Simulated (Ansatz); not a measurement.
Predict the output of the script below (the Python package of Ansatz (0.2.0)).

The script reads `k3ba_k3ba.xyz`:
```text
4
Lattice="0.0 5.243629 5.243629 5.243629 0.0 5.243629 5.243629 5.243629 0.0" Properties=species:S:1:pos:R:3 pbc="T T T"
K     2.62181450    2.62181450    2.62181450
K     7.86544350    7.86544350    7.86544350
K     5.24362900    5.24362900    5.24362900
Ba    0.00000000    0.00000000    0.00000000
```

The script reads `k3ba_k.xyz`:
```text
1
Lattice="-2.6125 2.6125 2.6125 2.6125 -2.6125 2.6125 2.6125 2.6125 -2.6125" Properties=species:S:1:pos:R:3 pbc="T T T"
K     0.00000000    0.00000000    0.00000000
```

`k3ba_ba.vasp`
```text
Ba
1.0
  -2.50650000    2.50650000    2.50650000
   2.50650000   -2.50650000    2.50650000
   2.50650000    2.50650000   -2.50650000
Ba
1
Direct
   0.00000000    0.00000000    0.00000000
```

`run_formation.py`
```python
"""Formation energy of K3Ba from the elements, after relaxing atoms and volume at fixed cell shape."""

from collections import Counter
import warnings

import ansatz as az
from ase.io import read
import numpy as np

FUNCTIONAL = "lda"
MIXING_BETA = 0.2
K_SPACING = 0.3
OCCUPATIONS = "cold"
SIGMA = 0.1


def ground_state(name, crystal):
    calc = (
        crystal.calculation()
        .functional(FUNCTIONAL)
        .pseudopotentials("nc")
        .mixing("msr1", ndim=8, beta=MIXING_BETA)
        .eigensolver("davidson", mixed_precision=False)
        .kpoints(spacing=K_SPACING)
        .occupations(OCCUPATIONS, width=SIGMA)
        .stress()
    )
    calc = calc.relax(force_tolerance=0.01, fix_cell=["shape"])
    return calc.run(threads=1)


def counts(outcome):
    return Counter(site.symbol for site in outcome.lattice.sites)

def formation_energy(outcome, mu):
    n = counts(outcome)
    return (outcome.report["energy_sigma0_ev"] - sum(k * mu[element] for element, k in n.items())) / sum(n.values())


def volume_per_atom(outcome):
    return abs(np.linalg.det(outcome.lattice.cell_ang)) / len(outcome.lattice.sites)

warnings.simplefilter("ignore", az.DeckWarning)

phases = {}
k3ba = az.Crystal.from_extxyz("k3ba_k3ba.xyz")
phases["K3Ba"] = k3ba
k = az.Crystal.from_extxyz("k3ba_k.xyz")
phases["K"] = k
atoms = read("k3ba_ba.vasp", format="vasp")
ba = az.Crystal.from_ase(atoms)
phases["Ba"] = ba

done = {name: ground_state(name, crystal) for name, crystal in phases.items()}

# energy of one atom in its reference phase
references = {"K": "K", "Ba": "Ba"}
mu = {element: done[name].report["energy_sigma0_ev"] / len(done[name].lattice.sites) for element, name in references.items()}

target = done["K3Ba"]
heat = formation_energy(target, mu)
for element, value in mu.items():
    print(f"mu({element}) = {value:.4f} eV from {references[element]}, {volume_per_atom(done[references[element]]):.2f} A^3/atom")
print(f"formation energy of K3Ba: {heat:.4f} eV/atom = {96.4853 * heat:.1f} kJ/mol of atoms")
```

```console
$ python run_formation.py
mu(K) = -814.1537 eV from K, 64.78 A^3/atom
mu(Ba) = -764.0152 eV from Ba, 54.67 A^3/atom
formation energy of K3Ba: 0.1166 eV/atom = 11.3 kJ/mol of atoms
```

The formation energy is +0.117 eV an atom (+11.3 kJ per mole of atoms), so K3Ba lies above the reference phases.

What to keep in mind:
- The settings weren't tested for convergence.
- For the metals among these phases the mesh is modest: differences between phases can be off by up to 40 meV an atom.
- Atoms and volume are relaxed with the cell's shape held, which in cells of lower than cubic symmetry can hide stresses and shift volumes.
- The cells come from databases of deposited and of computed structures, and not all need be stable phases.
- The compound is the structure given, not necessarily its lowest; energies are at zero temperature, with no correction for gases. A semilocal functional's error on such energies is often 0.05 to 0.1 eV an atom, and 0.1 to 0.3 eV against gases such as O2 or F2.
- Timing: 21 s on 1 thread of AMD EPYC 9R45 96-Core Processor (Zen 5), with other jobs on the host, peak memory 0.79 GiB.
